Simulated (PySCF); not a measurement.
# BGeH5 (SMILES [BH2][GeH3]) at 6 levels

Wanted: a comparison of 6 runs (HF/STO-3G, HF/3-21G, HF/def2-SVP, B3LYP/6-31G*, PBE0/def2-SVP, MP2/def2-SVP) of BGeH5. Input form: a Python script.

The results are computed with PySCF 2.14.0.

1 further run of the same task is left out (set aside as unsound or not needed).

## 1. Starting point

The species is BGeH5 (7 atoms), meant as a singlet with charge 0. SMILES: `[BH2][GeH3]`. Geometry: relaxed at PBE0-D4/def2-TZVP.

Bond lengths: B1–Ge2 2.057 Å, B1–H3 1.195 Å, B1–H4 1.194 Å, Ge2–H5 1.542 Å, Ge2–H6 1.542 Å, Ge2–H7 1.538 Å. Angles: B1–Ge2–H5 109.6°, B1–Ge2–H6 109.7°, B1–Ge2–H7 114.9°, Ge2–B1–H3 119.1°, Ge2–B1–H4 122.6°, H5–Ge2–H6 106.6°, H5–Ge2–H7 107.9°, H6–Ge2–H7 107.9°, H3–B1–H4 118.3°.

## 2. Energy and forces at HF/STO-3G (run 1)

File input.py:

```python
# [BH2][GeH3]
from pyscf import gto

molecule = gto.M(
    atom='''
B      0.014173    -2.305088     0.506636
Ge     0.092408     1.485514    -0.346576
H     -1.973630    -3.372405     0.591106
H      1.885380    -3.494671     0.923320
H     -1.135914     1.926954    -2.952130
H     -1.511403     2.959689     1.588693
H      2.744827     2.671506    -0.397409
''',
    unit='bohr',
    max_memory=1860,
    basis='sto-3g',
    verbose=4,
    charge=0,
    spin=0,
)

mf = molecule.RHF()
mf.conv_tol = 1e-10
mf.kernel()
if not mf.converged:
    mf = mf.newton().run(mf.mo_coeff, mf.mo_occ)

etot = mf.e_tot
print('Final energy', etot)
grad = mf.nuc_grad_method().kernel()
mf.analyze()
```

Run with:

```bash
$ OMP_NUM_THREADS=1 python input.py
```

Log:

```text
PySCF version 2.14.0

[... 57 lines left out ...]
converged SCF energy = -2079.00830777983
[... 20 lines left out ...]
DFT Exchange-Correlation Energy =      -84.387534015860979
[... 8 lines left out ...]
MO #7   energy= -6.45971531551088  occ= 2
[... 6 lines left out ...]
MO #14  energy= -0.640451174298062 occ= 2
[... 6 lines left out ...]
MO #21  energy= -0.349421278186539 occ= 2
[... 6 lines left out ...]
MO #28  energy= 0.785970272272311  occ= 0
[... 38 lines left out ...]
Dipole moment(X, Y, Z, Debye):  0.05198, -0.24036,  0.05994
```

It took 2.5 s on 1 thread of Intel Xeon at 2.70GHz, shared host; peak memory 0.12 GiB.

## 3. Energy and gradient at HF/3-21G (run 2)

File calc.py:

```python
import pyscf.grad
from pyscf import gto, scf

mol = gto.Mole()
mol.atom = '''
B      0.014173    -2.305088     0.506636
Ge     0.092408     1.485514    -0.346576
H     -1.973630    -3.372405     0.591106
H      1.885380    -3.494671     0.923320
H     -1.135914     1.926954    -2.952130
H     -1.511403     2.959689     1.588693
H      2.744827     2.671506    -0.397409
'''
mol.basis = '3-21g'
mol.max_memory = 1860
mol.verbose = 4
mol.unit = 'bohr'
mol.build()

mf = scf.RHF(mol)
mf.conv_tol = 1e-10
mf.kernel()
if not mf.converged:
    mf = mf.newton().run(mf.mo_coeff, mf.mo_occ)

e_final = mf.e_tot
print(f'total energy: {e_final:.8f} hartree')
grad = mf.Gradients().kernel()
dip = mf.dip_moment()
pop, q = mf.mulliken_pop()
```

Run with:

```bash
$ OMP_NUM_THREADS=1 python calc.py
```

Log:

```text
PySCF version 2.14.0

[... 57 lines left out ...]
converged SCF energy = -2092.72031516939
total energy: -2092.72031517 hartree
[... 13 lines left out ...]
Dipole moment(X, Y, Z, Debye):  0.04418, -0.55796,  0.13151
[... 49 lines left out ...]
charge of    6H =     -0.17628
```

Wall time 3.3 s (1 thread of Intel Xeon at 2.70GHz, shared host); peak memory 0.12 GiB.

Runs 3 to 5 aren't shown in full; the table further down has their settings and results.

## 4. Energy and forces at MP2/def2-SVP (run 6)

File calc.py:

```python
# [BH2][GeH3]
import pyscf.grad
from pyscf import gto, scf, mp

mol = gto.M(
    atom=[
    ('B', (0.007500, -1.219800, 0.268100)),
    ('Ge', (0.048900, 0.786100, -0.183400)),
    ('H', (-1.044400, -1.784600, 0.312800)),
    ('H', (0.997700, -1.849300, 0.488600)),
    ('H', (-0.601100, 1.019700, -1.562200)),
    ('H', (-0.799800, 1.566200, 0.840700)),
    ('H', (1.452500, 1.413700, -0.210300)),
],
    verbose=3,
    spin=0,
    max_memory=1860,
    basis='def2-svp',
)

mf = scf.RHF(mol)
mf.conv_tol = 1e-10
mf.kernel()
if not mf.converged:
    mf = mf.newton().run(mf.mo_coeff, mf.mo_occ)

pt = mp.MP2(mf, frozen=10).run()
energy = pt.e_tot
print(f'total energy: {energy:.8f} hartree')
grad = pt.Gradients().kernel()
dip = mf.dip_moment()
pop, q = mf.mulliken_pop()
```

Run with:

```bash
$ OMP_NUM_THREADS=1 python calc.py
```

Log:

```text
converged SCF energy = -2102.63260072487
[... 2 lines left out ...]
total energy: -2102.95534424 hartree
[... 10 lines left out ...]
Dipole moment(X, Y, Z, Debye):  0.05837, -0.67370,  0.15906
[... 79 lines left out ...]
charge of    6H =     -0.12489
```

Run time: 9.6 s. Hardware: 1 thread of Intel Xeon at 2.70GHz, shared host; peak memory 0.48 GiB.

## 5. The series

| run | level | Cartesian functions | integration grid | energy (Eh) | dipole moment (D) of the reference | HOMO energy (eV) | LUMO energy (eV) | wall time |
| --- | --- | --- | --- | --- | --- | --- | --- | --- |
| 1 | HF/STO-3G | no | – | -2079.008308 | 0.25 | -9.51 | 6.13 | 2.5 s |
| 2 | HF/3-21G | no | – | -2092.720315 | 0.57 | -11.17 | 1.37 | 3.3 s |
| 3 | HF/def2-SVP | no | – | -2102.632601 | 0.69 | -11.23 | 1.25 | 6.3 s |
| 4 | B3LYP/6-31G* (Cartesian functions) | yes | 5 | -2104.577920 | 0.57 | -8.02 | -2.32 | 23 s |
| 5 | PBE0/def2-SVP | no | 5 | -2104.215294 | 0.50 | -8.37 | -2.39 | 21 s |
| 6 | MP2/def2-SVP | no | – | -2102.955344 | 0.69 | -11.23 | 1.25 | 9.6 s |

## 6. What came out

| quantity | value |
| --- | --- |
| run 6: total energy | -2102.95534 Eh |
| run 6: dipole moment (Hartree–Fock density) | 0.69 D |
| run 6: HOMO energy (Hartree–Fock orbitals) | -11.23 eV |
| run 6: LUMO energy (Hartree–Fock orbitals) | 1.25 eV |
| run 6: HOMO–LUMO gap (Hartree–Fock orbitals) | 12.49 eV |
| run 6: correlation energy (10 core orbitals frozen) | -322.7 mEh |
| run 6: largest force on an atom | 0.370 eV/Å |

**Reading.** Over runs 1, 2, 3, 4, 5 the dipole moment (its size) runs from 0.25 D (HF/STO-3G) to 0.69 D (HF/def2-SVP). Over runs 1, 2, 3, 4, 5 the HOMO–LUMO gap runs from 5.70 eV (B3LYP/6-31G*) to 15.64 eV (HF/STO-3G). The two ends differ in method and basis. Totals of different functionals can't be ranked against each other. In run 1 the basis is minimal, so the values are rough. All runs together took 66 s, the longest 23 s.
